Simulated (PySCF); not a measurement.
# Sr²³⁺, Sr²⁴⁺, Sr²⁵⁺: ionisation energies in even-tempered 16s11p5d4f

Each state of strontium is computed at each level; their differences give the ionisation energy. How far do the methods differ?

Program: PySCF 2.14.0. Level of theory: unrestricted determinants in a Gaussian basis, no spin-orbit coupling in the energies. These are calculated values, not measurements, unless marked.

### Step 1. Starting point

```
Element                                   : strontium (Z = 38)
Basis                                     : an even-tempered Gaussian basis (16 s from 2.7 bohr⁻², ratio 2.5; 11 p from 3.5 bohr⁻², ratio 2.5; 5 d from 15 bohr⁻², ratio 2.7; 4 f from 23 bohr⁻², ratio 2.7)
Hamiltonian                               : no relativity, point nucleus
State 1                                   : Sr²³⁺: [Ne] 3s2 3p3, high-spin 4S determinant
State 2                                   : Sr²⁴⁺: [Ne] 3s2 3p2, high-spin 3P determinant
State 3                                   : Sr²⁵⁺: [Ne] 3s2 3p1, 2P determinant
Needed too, but not shown                 : Sr²⁶⁺ [Ne] 3s2 (1S)
Methods                                   : UHF, LDA, PBE, PBE0, r2SCAN, PBEsol, BHandHLYP, MP2
Core shells frozen in the correlated runs : outer shells: 1s2 (for Sr²³⁺)
```

Outer shells as boxes (Hund's rule):

Sr23+ [Ne] 3s2 3p3
```
[Ne] core
3s [↑↓]
3p [↑ ][↑ ][↑ ]
```

Sr24+ [Ne] 3s2 3p2
```
[Ne] core
3s [↑↓]
3p [↑ ][↑ ][  ]
```

Sr25+ [Ne] 3s2 3p1
```
[Ne] core
3s [↑↓]
3p [↑ ][  ][  ]
```

The runs were made by one driver on top of PySCF. The scripts below sum up each run's settings (the driver also hands on starting orbitals that pick excited configurations, and frozen orbitals as a list rather than a count), and the logs come from the driver's own runs. The driver starts from symmetry-adapted Hartree-Fock orbitals, holds the occupation by maximum overlap and uses a logarithmic radial grid for functionals, so a plain start would take other cycles.

The integrals over 102 functions and the set-up took 0.34 s of CPU time.

### Step 2. Sr²³⁺: the ladder of methods

UHF:

input.py reads:

```python
from pyscf import gto, scf, dft, mp, cc
mol = gto.M(atom="Sr 0 0 0", charge=23, spin=3, symmetry="D2h",
            basis=gto.etbs([(0, 16, 2.7, 2.5), (1, 11, 3.5, 2.5), (2, 5, 15, 2.7), (3, 4, 23, 2.7)]))
mf = scf.UHF(mol)
mf.irrep_nelec = {'Ag': (3, 3), 'B1u': (2, 1), 'B2u': (2, 1), 'B3u': (2, 1)}
mf.kernel()
```

The program printed:

```text
damping factor = 0
level_shift factor = 0
DIIS = <class 'pyscf.scf.diis.CDIIS'>
diis_start_cycle = 1
diis_space = 10
diis_damp = 0
SCF conv_tol = 1e-09
SCF conv_tol_grad = None
number electrons alpha = 9  beta = 6
cycle= 1 E= -2795.00144512676  delta_E= -2.18e-11  |g|= 2.58e-06  |ddm|= 7.75e-06
converged SCF energy = -2795.00144512676  <S^2> = 3.7501568  2S+1 = 4.0000784
```

It used 4.1 s of CPU time after the integrals (shared host).

The occupied shells:

| shell | electrons | mean orbital energy (eV) | spread (eV) | rms radius (bohr) |
| --- | --- | --- | --- | --- |
| 1s α | 1 | -16908.4 | 0 | 0.0465 |
| 1s β | 1 | -16899.8 | 0 | 0.0465 |
| 2s α | 1 | -3174.5 | 0 | 0.188 |
| 2s β | 1 | -3168.5 | 0 | 0.188 |
| 2p α | 3 | -2982.2 | 0 | 0.165 |
| 2p β | 3 | -2971.3 | 0 | 0.165 |
| 3s α | 1 | -1172.1 | 0 | 0.466 |
| 3s β | 1 | -1134.9 | 0 | 0.466 |
| 3p α | 3 | -1097.6 | 0 | 0.454 |

⟨S²⟩ = 3.750, ⟨L²⟩ = 0.00.

Spin-orbit constants on these orbitals (cm⁻¹; bare nucleus, screened nucleus, mean field): 3p 76140, 72130, 70240.

A non-relativistic calculation at this Z misses sizeable relativistic shifts. Spin-orbit coupling is strong in this species (close to jj coupling), so the high-spin LS determinant is a model state, not a physical level.

LDA:

input.py differs from the last one in:

```diff
@@ -3,3 +3,3 @@
             basis=gto.etbs([(0, 16, 2.7, 2.5), (1, 11, 3.5, 2.5), (2, 5, 15, 2.7), (3, 4, 23, 2.7)]))
-mf = scf.UHF(mol)
+mf = dft.UKS(mol, xc="LDA,VWN")
 mf.irrep_nelec = {'Ag': (3, 3), 'B1u': (2, 1), 'B2u': (2, 1), 'B3u': (2, 1)}
```

The program printed:

```text
damping factor = 0
level_shift factor = 0
DIIS = <class 'pyscf.scf.diis.CDIIS'>
diis_start_cycle = 1
diis_space = 10
diis_damp = 0
SCF conv_tol = 1e-09
SCF conv_tol_grad = None
number electrons alpha = 9  beta = 6
XC functionals = LDA,VWN
    P. A. M. Dirac.,  Math. Proc. Cambridge Philos. Soc. 26, 376 (1930)
    F. Bloch.,  Z. Phys. 57, 545 (1929)
    S. H. Vosko, L. Wilk, and M. Nusair.,  Can. J. Phys. 58, 1200 (1980)
cycle= 1 E= -2791.56133476399  delta_E= -0.0153  |g|= 0.0484  |ddm|= 0.0567
cycle= 2 E= -2791.56134607651  delta_E= -1.13e-05  |g|= 0.00503  |ddm|= 0.00159
cycle= 3 E= -2791.5613462632  delta_E= -1.87e-07  |g|= 0.000146  |ddm|= 0.000201
cycle= 4 E= -2791.56134626344  delta_E= -2.47e-10  |g|= 2.47e-06  |ddm|= 1.06e-05
converged SCF energy = -2791.56134626344  <S^2> = 3.7500277  2S+1 = 4.0000139
```

It used 0.6 s of CPU time after the integrals (shared host).

PBE:

input.py reads:

```python
from pyscf import gto, scf, dft, mp, cc
mol = gto.M(atom="Sr 0 0 0", charge=23, spin=3, symmetry="D2h",
            basis=gto.etbs([(0, 16, 2.7, 2.5), (1, 11, 3.5, 2.5), (2, 5, 15, 2.7), (3, 4, 23, 2.7)]))
mf = dft.UKS(mol, xc="PBE")
mf.irrep_nelec = {'Ag': (3, 3), 'B1u': (2, 1), 'B2u': (2, 1), 'B3u': (2, 1)}
mf.kernel()
```

The program printed:

```text
damping factor = 0
level_shift factor = 0
DIIS = <class 'pyscf.scf.diis.CDIIS'>
diis_start_cycle = 1
diis_space = 10
diis_damp = 0
SCF conv_tol = 1e-09
SCF conv_tol_grad = None
number electrons alpha = 9  beta = 6
XC functionals = PBE
    J. P. Perdew, K. Burke, and M. Ernzerhof.,  Phys. Rev. Lett. 77, 3865 (1996)
    J. P. Perdew, K. Burke, and M. Ernzerhof.,  Phys. Rev. Lett. 78, 1396 (1997)
    J. P. Perdew, K. Burke, and M. Ernzerhof.,  Phys. Rev. Lett. 77, 3865 (1996)
    J. P. Perdew, K. Burke, and M. Ernzerhof.,  Phys. Rev. Lett. 78, 1396 (1997)
cycle= 1 E= -2795.28595560085  delta_E= -0.00825  |g|= 0.0127  |ddm|= 0.0419
cycle= 2 E= -2795.28595671573  delta_E= -1.11e-06  |g|= 0.000967  |ddm|= 0.00133
cycle= 3 E= -2795.28595672121  delta_E= -5.48e-09  |g|= 4.62e-05  |ddm|= 3.05e-05
cycle= 4 E= -2795.28595672123  delta_E= -2.05e-11  |g|= 1.81e-06  |ddm|= 3.24e-06
converged SCF energy = -2795.28595672123  <S^2> = 3.7500418  2S+1 = 4.0000209
```

It used 0.77 s of CPU time after the integrals (shared host).

PBE0:

input.py differs from the last one in:

```diff
@@ -3,3 +3,3 @@
             basis=gto.etbs([(0, 16, 2.7, 2.5), (1, 11, 3.5, 2.5), (2, 5, 15, 2.7), (3, 4, 23, 2.7)]))
-mf = dft.UKS(mol, xc="PBE")
+mf = dft.UKS(mol, xc="PBE0")
 mf.irrep_nelec = {'Ag': (3, 3), 'B1u': (2, 1), 'B2u': (2, 1), 'B3u': (2, 1)}
```

The program printed:

```text
damping factor = 0
level_shift factor = 0
DIIS = <class 'pyscf.scf.diis.CDIIS'>
diis_start_cycle = 1
diis_space = 10
diis_damp = 0
SCF conv_tol = 1e-09
SCF conv_tol_grad = None
number electrons alpha = 9  beta = 6
XC functionals = PBE0
    C. Adamo and V. Barone.,  J. Chem. Phys. 110, 6158 (1999)
    M. Ernzerhof and G. E. Scuseria.,  J. Chem. Phys. 110, 5029 (1999)
cycle= 1 E= -2795.37274569279  delta_E= -0.00457  |g|= 0.0105  |ddm|= 0.0324
cycle= 2 E= -2795.3727463452  delta_E= -6.52e-07  |g|= 0.000547  |ddm|= 0.000921
cycle= 3 E= -2795.37274634715  delta_E= -1.96e-09  |g|= 4.24e-05  |ddm|= 2.56e-05
cycle= 4 E= -2795.37274634717  delta_E= -2e-11  |g|= 6.86e-07  |ddm|= 1.95e-06
converged SCF energy = -2795.37274634717  <S^2> = 3.7500594  2S+1 = 4.0000297
```

CPU time 1.4 s on a shared host, the integrals not counted.

r2SCAN:

input.py differs from the last one in:

```diff
@@ -3,3 +3,3 @@
             basis=gto.etbs([(0, 16, 2.7, 2.5), (1, 11, 3.5, 2.5), (2, 5, 15, 2.7), (3, 4, 23, 2.7)]))
-mf = dft.UKS(mol, xc="PBE0")
+mf = dft.UKS(mol, xc="R2SCAN")
 mf.irrep_nelec = {'Ag': (3, 3), 'B1u': (2, 1), 'B2u': (2, 1), 'B3u': (2, 1)}
```

The program printed:

```text
damping factor = 0
level_shift factor = 0
DIIS = <class 'pyscf.scf.diis.CDIIS'>
diis_start_cycle = 1
diis_space = 10
diis_damp = 0
SCF conv_tol = 1e-09
SCF conv_tol_grad = None
number electrons alpha = 9  beta = 6
XC functionals = R2SCAN
    J. W. Furness, A. D. Kaplan, J. Ning, J. P. Perdew, and J. Sun.,  J. Phys. Chem. Lett. 11, 8208-8215 (2020)
    J. W. Furness, A. D. Kaplan, J. Ning, J. P. Perdew, and J. Sun.,  J. Phys. Chem. Lett. 11, 9248-9248 (2020)
    J. W. Furness, A. D. Kaplan, J. Ning, J. P. Perdew, and J. Sun.,  J. Phys. Chem. Lett. 11, 8208-8215 (2020)
    J. W. Furness, A. D. Kaplan, J. Ning, J. P. Perdew, and J. Sun.,  J. Phys. Chem. Lett. 11, 9248-9248 (2020)
cycle= 1 E= -2795.60214907373  delta_E= -0.00429  |g|= 0.00803  |ddm|= 0.0487
cycle= 2 E= -2795.60214921067  delta_E= -1.37e-07  |g|= 0.000123  |ddm|= 0.000661
cycle= 3 E= -2795.60214921079  delta_E= -1.21e-10  |g|= 1.17e-05  |ddm|= 1.34e-05
converged SCF energy = -2795.60214921079  <S^2> = 3.7500935  2S+1 = 4.0000467
```

CPU time 1.5 s on a shared host, the integrals not counted.

PBEsol:

input.py reads:

```python
from pyscf import gto, scf, dft, mp, cc
mol = gto.M(atom="Sr 0 0 0", charge=23, spin=3, symmetry="D2h",
            basis=gto.etbs([(0, 16, 2.7, 2.5), (1, 11, 3.5, 2.5), (2, 5, 15, 2.7), (3, 4, 23, 2.7)]))
mf = dft.UKS(mol, xc="PBEsol")
mf.irrep_nelec = {'Ag': (3, 3), 'B1u': (2, 1), 'B2u': (2, 1), 'B3u': (2, 1)}
mf.kernel()
```

The program printed:

```text
damping factor = 0
level_shift factor = 0
DIIS = <class 'pyscf.scf.diis.CDIIS'>
diis_start_cycle = 1
diis_space = 10
diis_damp = 0
SCF conv_tol = 1e-09
SCF conv_tol_grad = None
number electrons alpha = 9  beta = 6
XC functionals = PBEsol
    J. P. Perdew, A. Ruzsinszky, G. I. Csonka, O. A. Vydrov, G. E. Scuseria, L. A. Constantin, X. Zhou, and K. Burke.,  Phys. Rev. Lett. 100, 136406 (2008)
    J. P. Perdew, A. Ruzsinszky, G. I. Csonka, O. A. Vydrov, G. E. Scuseria, L. A. Constantin, X. Zhou, and K. Burke.,  Phys. Rev. Lett. 100, 136406 (2008)
cycle= 1 E= -2793.5284979669  delta_E= -0.00967  |g|= 0.028  |ddm|= 0.0475
cycle= 2 E= -2793.52850199619  delta_E= -4.03e-06  |g|= 0.00281  |ddm|= 0.00126
cycle= 3 E= -2793.52850205165  delta_E= -5.55e-08  |g|= 7.78e-05  |ddm|= 0.000103
cycle= 4 E= -2793.52850205172  delta_E= -7.28e-11  |g|= 2.1e-06  |ddm|= 6.38e-06
converged SCF energy = -2793.52850205172  <S^2> = 3.7500372  2S+1 = 4.0000186
```

It used 0.78 s of CPU time after the integrals (shared host).

BHandHLYP:

input.py reads:

```python
from pyscf import gto, scf, dft, mp, cc
mol = gto.M(atom="Sr 0 0 0", charge=23, spin=3, symmetry="D2h",
            basis=gto.etbs([(0, 16, 2.7, 2.5), (1, 11, 3.5, 2.5), (2, 5, 15, 2.7), (3, 4, 23, 2.7)]))
mf = dft.UKS(mol, xc="BHANDHLYP")
mf.irrep_nelec = {'Ag': (3, 3), 'B1u': (2, 1), 'B2u': (2, 1), 'B3u': (2, 1)}
mf.kernel()
```

The program printed:

```text
damping factor = 0
level_shift factor = 0
DIIS = <class 'pyscf.scf.diis.CDIIS'>
diis_start_cycle = 1
diis_space = 10
diis_damp = 0
SCF conv_tol = 1e-09
SCF conv_tol_grad = None
number electrons alpha = 9  beta = 6
XC functionals = BHANDHLYP
    A. D. Becke.,  J. Chem. Phys. 98, 1372 (1993)
    Defined through Gaussian implementation.
cycle= 1 E= -2795.75263286656  delta_E= -0.0024  |g|= 0.00955  |ddm|= 0.0206
cycle= 2 E= -2795.75263352677  delta_E= -6.6e-07  |g|= 0.00019  |ddm|= 0.00086
cycle= 3 E= -2795.75263352722  delta_E= -4.53e-10  |g|= 5.37e-06  |ddm|= 3.13e-05
converged SCF energy = -2795.75263352722  <S^2> = 3.7500852  2S+1 = 4.0000426
```

CPU time 1.1 s on a shared host, the integrals not counted.

MP2 (outer shells):

input.py reads:

```python
from pyscf import gto, scf, dft, mp, cc
mol = gto.M(atom="Sr 0 0 0", charge=23, spin=3, symmetry="D2h",
            basis=gto.etbs([(0, 16, 2.7, 2.5), (1, 11, 3.5, 2.5), (2, 5, 15, 2.7), (3, 4, 23, 2.7)]))
mf = scf.UHF(mol)
mf.irrep_nelec = {'Ag': (3, 3), 'B1u': (2, 1), 'B2u': (2, 1), 'B3u': (2, 1)}
mf.kernel()
mp.UMP2(mf, frozen=1).kernel()
```

This step left no log, only its results.

It used 1.5 s of CPU time after the integrals (shared host).

With 13 electrons correlated, the MP2 correlation energy is -0.48688 hartree (-0.13371 same spin, -0.35317 opposite spin); the SCS form gives -0.46838. Largest pairs of shells: 2p-2p -0.1915, 3s-3p -0.0860, 2p-3p -0.0595, 2s-2p -0.0550, 2p-3s -0.0332.

Radial density 4πr²ρ of Sr²³⁺ at UHF:

| r (bohr) | density | spin density |
| --- | --- | --- |
| 0.000808 | 0.295 | 0.000 |
| 0.00136 | 0.801 | 0.000 |
| 0.00229 | 2.11 | 0.000 |
| 0.00385 | 5.31 | 0.001 |
| 0.00647 | 12.3 | 0.003 |
| 0.0109 | 25.0 | 0.017 |
| 0.0183 | 40.5 | 0.099 |
| 0.0308 | 46.7 | 0.482 |
| 0.0518 | 39.2 | 1.693 |
| 0.0871 | 46.7 | 3.120 |
| 0.146 | 50.4 | 0.945 |
| 0.246 | 18.5 | 2.355 |
| 0.414 | 15.6 | 8.859 |
| 0.697 | 2.49 | 1.413 |
| 1.17 | 0.0181 | 0.009 |

[end of part 1 of 3]
